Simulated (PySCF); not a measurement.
# F4MoS ([MoSF4]-): the cost of one run

Programs: PySCF 2.14.0, with routines of our own; each step states its level. All values are computed. Atoms count from 0.

### Step 1. The starting structure

6 atoms, charge -1, multiplicity 2; geometry from: GFN2-xTB.

### Step 2. Geometry optimisation at PBE0-D3(BJ)/def2-SVP

Job settings and geometry (Å):

```
{"job": {"xc": "PBE0", "basis": "def2-SVP", "d3": "d3bj", "grid": 1, "maxiter": 30, "shake": 0.03, "kind": "geom"}, "charge": -1, "multiplicity": 2}
Mo     0.060780    -0.076910     0.050660
S     -0.011580    -0.021830     2.183870
F      1.758490     0.007400    -0.586500
F      0.086050     1.828740    -0.561060
F     -1.828890    -0.029220    -0.585330
F     -0.001710    -1.804190    -0.570930
```

Run with:

```
$ OMP_NUM_THREADS=1 python heavy_run.py task.json out
```

This one command runs all jobs of the session in turn.

**Question.** How long does this first job take on 1 thread of Arm Neoverse V2, shared host, and how much memory does it need?

About 78 s, with a peak of 0.45 GiB.
